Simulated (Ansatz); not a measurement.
# CH₉Al₃Si: up Jacob's ladder to CCSD(T)

An exercise on one series of results from a longer session: the logs are not shown, and one member is left open.

Program: Ansatz 0.2.0, Gaussian basis. Level of theory: functionals in def2-TZVPP, the program's frozen cores in correlated methods. These are calculated values, not measurements.

Levels to be run: LDA (SPW92), PBE-D4, revPBE-D4, BLYP-D4, r2SCAN-D4, B97M-V, PBE0-D4, B3LYP-D4, r2SCANh-D4, r2SCAN0-D4, HSE06-D4, BHLYP-D4, CAM-B3LYP-D4, LC-ωPBE, ωB97X-V, ωB97M-V, B2PLYP, PBE-QIDH; CCSD(T)/def2-SVP; CCSD(T)/def2-TZVPP; MP2/def2-QZVPP; extrapolation to the limit; RPA on PBE.

### Structure used throughout

An earlier PBE0-D4 in a triple-zeta def2 set relaxation fixed the geometry.

14 atoms, charge 0, spin multiplicity 1.

Atoms are counted from 1 here; the program's logs count them from 0.

Bond lengths: C1–Si2 1.884 Å, C1–H6 1.092 Å, C1–H7 1.092 Å, C1–H8 1.092 Å, Si2–Al3 2.471 Å, Si2–H9 1.496 Å, Si2–H10 1.496 Å, Al3–Al4 2.575 Å, Al3–Al5 2.574 Å, Al4–H11 1.596 Å, Al4–H12 1.596 Å, Al5–H13 1.596 Å, Al5–H14 1.596 Å. Angles: Si2–C1–H6 110.7°, Si2–C1–H7 110.7°, Si2–C1–H8 111.0°, H6–C1–H7 108.0°, H6–C1–H8 108.1°, H7–C1–H8 108.1°, C1–Si2–Al3 115.8°, C1–Si2–H9 108.9°, C1–Si2–H10 108.9°, Al3–Si2–H9 108.3°, Al3–Si2–H10 108.6°, H9–Si2–H10 105.8°, Si2–Al3–Al4 118.9°, Si2–Al3–Al5 116.6°, Al4–Al3–Al5 124.6°, Al3–Al4–H11 121.7°, Al3–Al4–H12 121.8°, H11–Al4–H12 116.5° and more.

The first run:

in.yaml reads:

```yaml
crystal:
  periodic: [false, false, false]
  atoms:
    - {symbol: C, position_ang: [-2.260495, 0.982599, 1.003116]}
    - {symbol: Si, position_ang: [-0.508197, 1.424589, 0.471607]}
    - {symbol: Al, position_ang: [0.858281, -0.443337, -0.393372]}
    - {symbol: Al, position_ang: [-0.198218, -2.786105, -0.552700]}
    - {symbol: Al, position_ang: [3.276194, 0.117567, -1.075937]}
    - {symbol: H, position_ang: [-2.825969, 0.569857, 0.164653]}
    - {symbol: H, position_ang: [-2.245871, 0.236193, 1.800470]}
    - {symbol: H, position_ang: [-2.792425, 1.862891, 1.371410]}
    - {symbol: H, position_ang: [-0.573267, 2.485326, -0.581587]}
    - {symbol: H, position_ang: [0.208342, 2.044182, 1.629507]}
    - {symbol: H, position_ang: [-0.120004, -3.826240, 0.655929]}
    - {symbol: H, position_ang: [-0.962737, -3.277034, -1.865449]}
    - {symbol: H, position_ang: [3.648002, 0.566338, -2.561727]}
    - {symbol: H, position_ang: [4.483564, 0.014074, -0.037119]}
basis:
  gaussian: {orbitals: def2-TZVPP}
hamiltonian: {xc: lda}
output: {orbitals: {seedname: orbitals}}
```

Steps of the session up to this table: LDA; PBE-D4 (GGA); revPBE-D4 (GGA); BLYP-D4 (GGA); r2SCAN-D4 (meta-GGA); B97M-V (meta-GGA); PBE0-D4 (hybrid); B3LYP-D4 (hybrid); r2SCANh-D4 (hybrid); r2SCAN0-D4 (hybrid); HSE06-D4 (hybrid); BHLYP-D4 (hybrid); CAM-B3LYP-D4 (range-separated); LC-ωPBE (range-separated); ωB97X-V (range-separated); ωB97M-V (range-separated); B2PLYP (double hybrid); PBE-QIDH (double hybrid).

One of the session's tables, all rows but one given; the rest of the session is left out.

It belongs to the step «Orbital energies across the functionals». 

| functional | HOMO (eV) | LUMO (eV) | gap (eV) |
| --- | --- | --- | --- |
| LDA (SPW92) | -5.56 | -3.39 | 2.18 |
| PBE-D4 | -5.49 | -3.22 | 2.27 |
| revPBE-D4 | -5.46 | -3.14 | 2.32 |
| BLYP-D4 | -5.33 | -3.03 | 2.31 |
| r2SCAN-D4 | -5.68 | -3.10 | 2.59 |
| B97M-V | ? | ? | ? |
| PBE0-D4 | -6.40 | -2.51 | 3.88 |
| B3LYP-D4 | -6.22 | -2.62 | 3.59 |
| r2SCANh-D4 | -6.01 | -2.84 | 3.17 |
| r2SCAN0-D4 | -6.51 | -2.47 | 4.05 |
| HSE06-D4 | -6.02 | -2.88 | 3.13 |
| BHLYP-D4 | -7.19 | -1.66 | 5.53 |
| CAM-B3LYP-D4 | -7.52 | -1.47 | 6.05 |
| LC-ωPBE | -8.74 | -0.53 | 8.21 |
| ωB97X-V | -8.46 | -0.62 | 7.84 |
| ωB97M-V | -8.18 | -0.86 | 7.32 |

**Question.** Estimate the row for B97M-V.

As computed: HOMO (eV): -5.74; LUMO (eV): -3.23; gap (eV): 2.51. In the column «HOMO (eV)» it lies between r2SCANh-D4 (-6.01) and r2SCAN-D4 (-5.68).
